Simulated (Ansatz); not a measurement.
# H₆N₂OSi: one species, many methods

Aim: compute H₆N₂OSi with functionals from several rungs and with coupled cluster, and see how far each lands from CCSD(T) at the basis-set limit for the atomisation energy.

Program: Ansatz 0.2.0, Gaussian basis. Level of theory: functionals in def2-TZVPP, the program's frozen cores in correlated methods. These are calculated values, not measurements.

The runs, in order: LDA (SPW92), PBE-D4, revPBE-D4, BLYP-D4, r2SCAN-D4, B97M-V, PBE0-D4, B3LYP-D4, r2SCANh-D4, r2SCAN0-D4, HSE06-D4, BHLYP-D4, CAM-B3LYP-D4, LC-ωPBE, ωB97X-V, ωB97M-V, B2PLYP, PBE-QIDH; CCSD(T)/def2-SVP; CCSD(T)/def2-TZVPP; CCSD(T)/def2-QZVPP; extrapolation to the limit; RPA on PBE.

## (1) The relaxed structure

All runs share one geometry, relaxed beforehand with PBE0-D4 in a triple-zeta def2 set.

SMILES `N[SiH](N)O`, 10 atoms, charge 0, spin multiplicity 1.

Atoms are counted from 1 here; the program's logs count them from 0.

Bond lengths: N1–Si2 1.713 Å, N1–H5 1.007 Å, N1–H6 1.007 Å, Si2–N3 1.706 Å, Si2–O4 1.648 Å, Si2–H7 1.482 Å, N3–H8 1.007 Å, N3–H9 1.006 Å, O4–H10 0.959 Å. Angles: Si2–N1–H5 119.8°, Si2–N1–H6 119.6°, H5–N1–H6 111.3°, N1–Si2–N3 104.7°, N1–Si2–O4 106.6°, N1–Si2–H7 118.9°, N3–Si2–O4 119.3°, N3–Si2–H7 106.1°, O4–Si2–H7 102.2°, Si2–N3–H8 121.6°, Si2–N3–H9 120.9°, H8–N3–H9 111.9°, Si2–O4–H10 116.3°.

Geometry (Å):

```xyz
10

N    -0.7755    1.2155   -0.1378
Si    0.4923    0.0857    0.0871
N    -0.2486   -1.2498    0.8474
O     1.2067   -0.1183   -1.3842
H    -0.6207    2.0363   -0.7002
H    -1.4132    1.4053    0.6182
H     1.6427    0.4595    0.9440
H    -1.1235   -1.6250    0.5197
H     0.3023   -1.9429    1.3253
H     0.6208   -0.3174   -2.1166
```

## (2) LDA

This LDA is Slater exchange with PW92 correlation.

Input file in.yaml:

```yaml
crystal:
  periodic: [false, false, false]
  atoms:
    - {symbol: N, position_ang: [-0.775535, 1.215480, -0.137810]}
    - {symbol: Si, position_ang: [0.492311, 0.085704, 0.087115]}
    - {symbol: N, position_ang: [-0.248621, -1.249752, 0.847387]}
    - {symbol: O, position_ang: [1.206673, -0.118292, -1.384198]}
    - {symbol: H, position_ang: [-0.620723, 2.036293, -0.700217]}
    - {symbol: H, position_ang: [-1.413152, 1.405270, 0.618246]}
    - {symbol: H, position_ang: [1.642698, 0.459522, 0.943974]}
    - {symbol: H, position_ang: [-1.123508, -1.625046, 0.519727]}
    - {symbol: H, position_ang: [0.302266, -1.942947, 1.325325]}
    - {symbol: H, position_ang: [0.620792, -0.317431, -2.116650]}
basis:
  gaussian: {orbitals: def2-TZVPP}
hamiltonian: {xc: lda}
output: {orbitals: {seedname: orbitals}}
```

Command:

```
ansatz run in.yaml --threads 2 --pin off --events-out ev --progress --plain --max-ram 32768MiB --backend cpu
```

The runs that follow: PBE-D4 (GGA); revPBE-D4 (GGA); BLYP-D4 (GGA); r2SCAN-D4 (meta-GGA); B97M-V (meta-GGA); PBE0-D4 (hybrid); B3LYP-D4 (hybrid); r2SCANh-D4 (hybrid); r2SCAN0-D4 (hybrid); HSE06-D4 (hybrid); BHLYP-D4 (hybrid); CAM-B3LYP-D4 (range-separated); LC-ωPBE (range-separated); ωB97X-V (range-separated); ωB97M-V (range-separated); B2PLYP (double hybrid); PBE-QIDH (double hybrid); CCSD(T) in def2-SVP; CCSD(T) in def2-TZVPP; CCSD(T) in def2-QZVPP; RPA on PBE orbitals.

**Question.** What will the summary of the whole plan be? Wanted: atomisation energy, CCSD(T)/CBS; farthest beyond LDA; mean size of error, GGA; mean size of error, meta-GGA; mean size of error, hybrid; mean size of error, range-separated; mean size of error, double hybrid; gap, smallest and largest; T1 diagnostic.

The runs gave:

```
                               quantity                                              value
        atomisation energy, CCSD(T)/CBS                                          37.546 eV
    functionals within 0.188 eV (0.5 %)  BLYP-D4, B3LYP-D4, CAM-B3LYP-D4, ωB97X-V, ωB97M-V
                    farthest beyond LDA                               BHLYP-D4 (-1.303 eV)
                mean size of error, GGA                                           0.330 eV
           mean size of error, meta-GGA                                           0.302 eV
             mean size of error, hybrid                                           0.682 eV
    mean size of error, range-separated                                           0.174 eV
      mean size of error, double hybrid                                           0.654 eV
              gap, smallest and largest              5.85 eV (BLYP-D4), 13.30 eV (LC-ωPBE)
                          T1 diagnostic                                             0.0102
triples share of the correlation energy                                              3.5 %
```

What this shows: The LDA atomisation energy is off by 5.166 eV (14 %): it overbinds. PBE-D4 misses by +0.277 eV. Double hybrids carry the basis error of their MP2 part in triple zeta, and no dispersion term here, so their miss is partly the set-up's. By mean error the best rung here is range-separated (0.174 eV) and the worst beyond LDA is hybrid (0.682 eV). The mean of the hybrids holds BHLYP, with half exact exchange. Misses under about 0.188 eV are within the doubt on the reference itself, which lacks core-valence correlation, relativity and higher excitations. Hartree-Fock recovers 68 % of the binding; the rest is correlation. CCSD(T) in def2-SVP is off by -3.567 eV, which most functionals beat. Orbital gaps span 5.9 to 13.3 eV; exact exchange widens them.
